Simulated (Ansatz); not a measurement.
# C2H7AlO2: a ladder of functionals and wavefunction methods

An exercise on one series of results from a longer session: the logs are not shown, and one member is left open.

Computed with Ansatz 0.2.0, Gaussian basis. Level: functionals in def2-TZVPP, the program's frozen cores in correlated methods.

The runs, in order: LDA (SPW92), PBE-D4, revPBE-D4, BLYP-D4, r2SCAN-D4, B97M-V, PBE0-D4, B3LYP-D4, r2SCANh-D4, r2SCAN0-D4, HSE06-D4, BHLYP-D4, CAM-B3LYP-D4, LC-ωPBE, ωB97X-V, ωB97M-V, B2PLYP, PBE-QIDH; CCSD(T)/def2-SVP; CCSD(T)/def2-TZVPP; MP2/def2-QZVPP; extrapolation to the limit; RPA on PBE.

## The geometry

The geometry comes from an earlier relaxation with PBE0-D4 in a triple-zeta def2 set; it is a stationary point, not always the lowest conformer.

SMILES `C[O][Al]([CH3])[OH]`, 12 atoms, charge 0, spin multiplicity 1.

Atoms are counted from 1 here; the program's logs count them from 0.

Bond lengths: C1–O2 1.395 Å, C1–H6 1.096 Å, C1–H7 1.098 Å, C1–H8 1.096 Å, O2–Al3 1.690 Å, Al3–C4 1.938 Å, Al3–O5 1.694 Å, C4–H9 1.094 Å, C4–H10 1.092 Å, C4–H11 1.094 Å, O5–H12 0.956 Å. Angles: O2–C1–H6 110.3°, O2–C1–H7 112.8°, O2–C1–H8 110.3°, H6–C1–H7 107.8°, H6–C1–H8 107.7°, H7–C1–H8 107.8°, C1–O2–Al3 134.5°, O2–Al3–C4 123.0°, O2–Al3–O5 117.2°, C4–Al3–O5 119.8°, Al3–C4–H9 111.4°, Al3–C4–H10 111.3°, Al3–C4–H11 111.3°, H9–C4–H10 107.9°, H9–C4–H11 106.8°, H10–C4–H11 107.9°, Al3–O5–H12 122.1°.

The first run:

The input, in.yaml:

```yaml
crystal:
  periodic: [false, false, false]
  atoms:
    - {symbol: C, position_ang: [-1.404712, -0.274329, 1.507092]}
    - {symbol: O, position_ang: [-0.217861, 0.396425, 1.210827]}
    - {symbol: Al, position_ang: [0.797433, 0.468388, -0.138708]}
    - {symbol: C, position_ang: [0.451393, -0.514733, -1.773049]}
    - {symbol: O, position_ang: [2.171028, 1.453755, -0.023370]}
    - {symbol: H, position_ang: [-2.196080, 0.442873, 1.751569]}
    - {symbol: H, position_ang: [-1.761403, -0.896017, 0.674912]}
    - {symbol: H, position_ang: [-1.266080, -0.926899, 2.376204]}
    - {symbol: H, position_ang: [-0.519752, -0.248570, -2.200515]}
    - {symbol: H, position_ang: [1.216675, -0.314595, -2.525862]}
    - {symbol: H, position_ang: [0.432117, -1.593459, -1.591853]}
    - {symbol: H, position_ang: [2.374242, 1.952061, 0.766652]}
basis:
  gaussian: {orbitals: def2-TZVPP}
hamiltonian: {xc: lda}
output: {orbitals: {seedname: orbitals}}
```

Among the steps run: LDA; PBE-D4 (GGA); revPBE-D4 (GGA); BLYP-D4 (GGA); r2SCAN-D4 (meta-GGA); B97M-V (meta-GGA); PBE0-D4 (hybrid); B3LYP-D4 (hybrid); r2SCANh-D4 (hybrid); r2SCAN0-D4 (hybrid); HSE06-D4 (hybrid); BHLYP-D4 (hybrid); CAM-B3LYP-D4 (range-separated); LC-ωPBE-D4 (range-separated; the results give it without D4); ωB97X-V (range-separated); ωB97M-V (range-separated); B2PLYP (double hybrid); PBE-QIDH (double hybrid).

One of the session's tables, all rows but one given; the rest of the session is left out.

It belongs to the step «Orbital energies across the functionals». 

```
  functional  HOMO (eV)  gap (eV)
 LDA (SPW92)      -6.57      5.58
      PBE-D4      -6.41      5.62
   revPBE-D4      -6.36      5.68
     BLYP-D4      -6.33      5.57
   r2SCAN-D4      -6.74      6.47
      B97M-V      -6.82      6.16
     PBE0-D4      -7.95      7.99
    B3LYP-D4      -7.73      7.45
  r2SCANh-D4      -7.33      7.31
  r2SCAN0-D4      -8.18      8.52
    HSE06-D4      -7.55      7.21
    BHLYP-D4      -9.38     10.07
CAM-B3LYP-D4          ?         ?
     LC-ωPBE     -10.75     12.88
     ωB97X-V     -10.41     12.30
     ωB97M-V     -10.31     11.81
```

Q: Estimate the row for CAM-B3LYP-D4 from the others.

As computed: HOMO (eV): -9.41; gap (eV): 10.25. In the column «HOMO (eV)» it lies between ωB97M-V (-10.31) and BHLYP-D4 (-9.38).
